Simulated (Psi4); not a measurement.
**InCNClF (SMILES N#[C][In]([F])[Cl]): CCSD(T)/def2-SVP (core potential)**

What is the energy change on altering one bond length of InCNClF at CCSD(T)/def2-SVP (core potential)? 

The calculation is run with Psi4 1.11.

1 further run of the same task is left out (set aside as unsound or not needed).

## Step 1: The molecule

InCNClF has 5 atoms, charge 0, and is taken as a singlet. As SMILES, `N#[C][In]([F])[Cl]`. The shape is that of a PBE0-D4/def2-TZVP optimisation.

Bond lengths: N1–C2 1.152 Å, C2–In3 2.082 Å, In3–F4 1.924 Å, In3–Cl5 2.280 Å. Angles: N1–C2–In3 178.9°, C2–In3–F4 118.2°, C2–In3–Cl5 125.8°, F4–In3–Cl5 115.9°.

## Step 2: A single-point energy at CCSD(T)/def2-SVP (core potential)

Input file cclfinn.in:

```
memory 2200 MB

molecule geom {
  0 1
  N     -2.63163260     2.74274850     3.11578043
  C     -1.47757686     1.48230117     1.76670495
  In     0.62436551    -0.73623730    -0.71129291
  F      0.82089703    -4.31027632    -0.07502213
  Cl     2.75843322     0.68219113    -4.17459398
  units bohr
  symmetry c1
  no_reorient
  no_com
}

set globals {
  basis def2-SVP
  puream true
  e_convergence 1e-09
  d_convergence 1e-08
  scf_type pk
  num_frozen_docc 12
}

e, wfn = energy("ccsd(t)", return_wfn=True)
```

The run is started by

```console
$ psi4 cclfinn.in cclfinn.out -n 1
```

cclfinn.out:

```text
[...]
    !!!  WARNING: ECP capability is in beta. Please check occupations closely.  !!!
[...]
  Running in c1 symmetry.
[...]
  Nuclear repulsion =  275.341192991459366
[...]
  Multiplicity = 1
[...]
  Nalpha       = 30
  Nbeta        = 30
[...]
    Number of basis functions: 86
[...]
   @RHF iter   1:  -840.12020345337453   -2.21053e+00   5.63457e-03 ADIIS/DIIS
[...]
   @RHF iter  14:  -840.23190408188498   -1.70530e-12   3.90773e-09 DIIS
[...]
    Orbital Energies [Eh]
    ---------------------
    Doubly Occupied:
       1A   -104.812684     2A    -26.242509     3A    -15.609496
       4A    -11.287900     5A    -10.575030     6A     -8.049513
       7A     -8.047005     8A     -8.046838     9A     -5.483933
      10A     -3.746343    11A     -3.740431    12A     -3.738267
      13A     -1.494926    14A     -1.231241    15A     -1.158172
      16A     -1.134683    17A     -1.130755    18A     -1.128942
      19A     -1.122832    20A     -1.066184    21A     -0.703500
      22A     -0.625223    23A     -0.607135    24A     -0.606041
      25A     -0.569422    26A     -0.527298    27A     -0.505397
      28A     -0.501459    29A     -0.488694    30A     -0.484954
[...]
  @RHF Final Energy:  -840.23190408188498
   => Energetics <=
    Nuclear Repulsion Energy =            275.3411929914593657
    One-Electron Energy =               -1782.2125829274737043
    Two-Electron Energy =                 666.6394858541293615
    Total Energy =                       -840.2319040818849771
[...]
 Multipole Moments:
 ------------------------------------------------------------------------------------
     Multipole            Electronic (a.u.)      Nuclear  (a.u.)        Total (a.u.)
 ------------------------------------------------------------------------------------
 L = 1.  Multiply by 2.5417464519 to convert [e a0] to [Debye]
 Dipole X            :        -39.7975993           40.1062244            0.3086250
 Dipole Y            :         14.6667836          -14.5631744            0.1036091
 Dipole Z            :         53.6957685          -54.1697552           -0.4739868
 Magnitude           :                                                    0.5750197
[...]
      * MP2 total energy                      = -840.902866972151287
[...]
      * CCSD total energy                     = -840.921302477228892
[...]
      * CCSD(T) total energy                  = -840.942700398001648
[...]
```

It took 35 s on 1 thread of Intel Xeon Platinum 8488C (Sapphire Rapids), shared host; peak memory 0.5 GiB.

## Step 3: The distorted shape at the same level

Input file run.py:

```python
import numpy as np
from ase.calculators.psi4 import Psi4
from ase import Atoms

a = Atoms(['N', 'C', 'In', 'F', 'Cl'], positions=[
    [-1.575799, 1.651488, 1.862957],
    [-0.781900, 0.784400, 0.934900],
    [0.330400, -0.389600, -0.376400],
    [0.434400, -2.280900, -0.039700],
    [1.459700, 0.361000, -2.209100],
])
calc = Psi4(atoms=a, method='ccsd(t)', basis='def2-SVP', memory='2200MB', num_threads=1, charge=0, multiplicity=1, label='psi4-calc')
calc.psi4.set_options({'puream': True, 'e_convergence': 1e-09, 'd_convergence': 1e-08, 'scf_type': 'pk', 'num_frozen_docc': 12})
a.calc = calc

print(f'energy: {a.get_potential_energy():.6f} eV')
```

The run is started by

```console
$ python run.py
```

psi4-calc.dat:

```text
[...]
    !!!  WARNING: ECP capability is in beta. Please check occupations closely.  !!!
[...]
  Running in c1 symmetry.
[...]
  Nuclear repulsion =  267.285799018435910
[...]
  Multiplicity = 1
[...]
  Nalpha       = 30
  Nbeta        = 30
[...]
    Number of basis functions: 86
[...]
   @RHF iter   1:  -839.94257766065277   -2.63984e+00   5.57454e-03 ADIIS/DIIS
[...]
   @RHF iter  18:  -840.04854537849758   -2.61480e-12   6.43339e-09 DIIS
[...]
    Orbital Energies [Eh]
    ---------------------
    Doubly Occupied:
       1A   -104.815361     2A    -26.245382     3A    -15.699124
       4A    -11.377185     5A    -10.577653     6A     -8.052143
       7A     -8.049591     8A     -8.049436     9A     -5.488476
      10A     -3.750501    11A     -3.745371    12A     -3.743005
      13A     -1.497477    14A     -1.162096    15A     -1.144230
      16A     -1.135072    17A     -1.133425    18A     -1.127274
      19A     -1.087145    20A     -1.069070    21A     -0.752248
      22A     -0.634793    23A     -0.610711    24A     -0.608685
      25A     -0.555334    26A     -0.519824    27A     -0.492461
      28A     -0.486820    29A     -0.429519    30A     -0.419343
[...]
  @RHF Final Energy:  -840.04854537849758
   => Energetics <=
    Nuclear Repulsion Energy =            267.2857990184359096
    One-Electron Energy =               -1765.7511837452329928
    Two-Electron Energy =                 658.4168393482995043
    Total Energy =                       -840.0485453784975789
[...]
 Multipole Moments:
 ------------------------------------------------------------------------------------
     Multipole            Electronic (a.u.)      Nuclear  (a.u.)        Total (a.u.)
 ------------------------------------------------------------------------------------
 L = 1.  Multiply by 2.5417464519 to convert [e a0] to [Debye]
 Dipole X            :          0.9525251           -0.6087164            0.3438086
 Dipole Y            :        -12.9944845           13.0659372            0.0714527
 Dipole Z            :          1.9767922           -2.4935463           -0.5167541
 Magnitude           :                                                    0.6247757
[...]
      * MP2 total energy                      = -840.807678986599171
[...]
      * CCSD total energy                     = -840.797812985703786
[...]
      * CCSD(T) total energy                  = -840.832499954790819
```

Standard output:

```text
energy: -22880.217738 eV
```

Run time: 39 s. Hardware: 1 thread of Intel Xeon Platinum 8488C (Sapphire Rapids), shared host; peak memory 0.51 GiB.

## Step 4: Outcome

At CCSD(T)/def2-SVP (core potential), 12 core orbitals frozen:

| quantity | value |
| --- | --- |
| first shape: total energy | -840.94270 Eh |
| first shape: HOMO energy (Hartree–Fock orbitals) | -13.20 eV |
| first shape: LUMO energy (Hartree–Fock orbitals) | 0.25 eV |
| first shape: HOMO–LUMO gap (Hartree–Fock orbitals) | 13.44 eV |
| first shape: correlation energy (12 core orbitals frozen) | -710.8 mEh |
| first shape: (T) correction | -21.40 mEh |
| first shape: T1 diagnostic | 0.014 |
| distorted shape: total energy | -840.83250 Eh |
| distorted shape: HOMO energy (Hartree–Fock orbitals) | -11.41 eV |
| distorted shape: LUMO energy (Hartree–Fock orbitals) | -0.23 eV |
| distorted shape: HOMO–LUMO gap (Hartree–Fock orbitals) | 11.19 eV |
| distorted shape: correlation energy (12 core orbitals frozen) | -784.0 mEh |
| distorted shape: (T) correction | -34.69 mEh |
| distorted shape: T1 diagnostic | 0.026 |
| energy change with the N1–C2 bond stretched from 1.152 to 1.498 Å | 2.999 eV |

In words: With the N1–C2 bond stretched from 1.152 to 1.498 Å the energy rises by 3.00 eV (289 kJ/mol). The first shape isn't relaxed at this level, so the change isn't measured from a minimum. The triples (first shape) make up 3.0 % of the correlation energy. The T1 diagnostic (distorted shape) of 0.026 is above the customary mark for such species, so a single reference may not serve. The triples (distorted shape) make up 4.4 % of the correlation energy.
